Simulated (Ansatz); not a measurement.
# C₂H₄BBr: how energies converge with the basis set

How large a basis does C₂H₄BBr need? Two functionals are run in growing sets.

Method: one geometry, several basis sets; program: Ansatz 0.2.0, Gaussian basis.

Levels to be run: PBE0-D4/def2-SVP; ωB97M-V/def2-SVP; PBE0-D4/def2-QZVPP; ωB97M-V/def2-QZVPP; the functionals' def2-TZVPP values are taken from earlier runs.

### 1 Structure used throughout

All runs share one geometry, relaxed beforehand with PBE0-D4 in a triple-zeta def2 set.

8 atoms, charge 0, spin multiplicity 1.

Atoms are counted from 1 here; the program's logs count them from 0.

Bond lengths: C1–C2 1.338 Å, C1–H5 1.086 Å, C1–H6 1.086 Å, C2–B3 1.528 Å, C2–H7 1.088 Å, B3–Br4 1.910 Å, B3–H8 1.192 Å. Angles: C2–C1–H5 122.6°, C2–C1–H6 120.9°, H5–C1–H6 116.5°, C1–C2–B3 119.8°, C1–C2–H7 118.8°, B3–C2–H7 121.3°, C2–B3–Br4 120.8°, C2–B3–H8 122.5°, Br4–B3–H8 116.6°.

### 2 PBE0-D4 in def2-SVP

Input file in.yaml:

```yaml
crystal:
  periodic: [false, false, false]
  atoms:
    - {symbol: C, position_ang: [0.233387, 1.032065, -0.787738]}
    - {symbol: C, position_ang: [-0.440475, 0.260354, 0.072500]}
    - {symbol: B, position_ang: [0.176045, -1.049025, 0.562597]}
    - {symbol: Br, position_ang: [-0.760179, -2.173077, 1.791252]}
    - {symbol: H, position_ang: [-0.161009, 1.971211, -1.165179]}
    - {symbol: H, position_ang: [1.216672, 0.741298, -1.145824]}
    - {symbol: H, position_ang: [-1.422508, 0.584059, 0.409387]}
    - {symbol: H, position_ang: [1.250268, -1.423884, 0.207305]}
basis:
  gaussian: {orbitals: def2-SVP}
hamiltonian: {xc: pbe0, dispersion: d4}
output: {orbitals: {seedname: orbitals}}
```

Started as:

```sh
$ ansatz run in.yaml --threads 2 --pin off --events-out ev --progress --plain --max-ram 4352MiB
```

Further steps of the session: ωB97M-V in def2-SVP; PBE0-D4 in def2-QZVPP; ωB97M-V in def2-QZVPP.

Q: Predict the results of all the runs planned. Wanted: PBE0-D4: double and triple zeta above quadruple; ωB97M-V: double and triple zeta above quadruple.

As calculated:

| quantity | value |
| --- | --- |
| PBE0-D4: double and triple zeta above quadruple | 13.10, 1.59 eV |
| ωB97M-V: double and triple zeta above quadruple | 13.20, 1.52 eV |

In words: PBE0-D4 gains 11.52 eV from double to triple zeta, then 1.59 eV more. These are total energies; as a rule much of such shifts cancels in differences, which this series doesn't test.
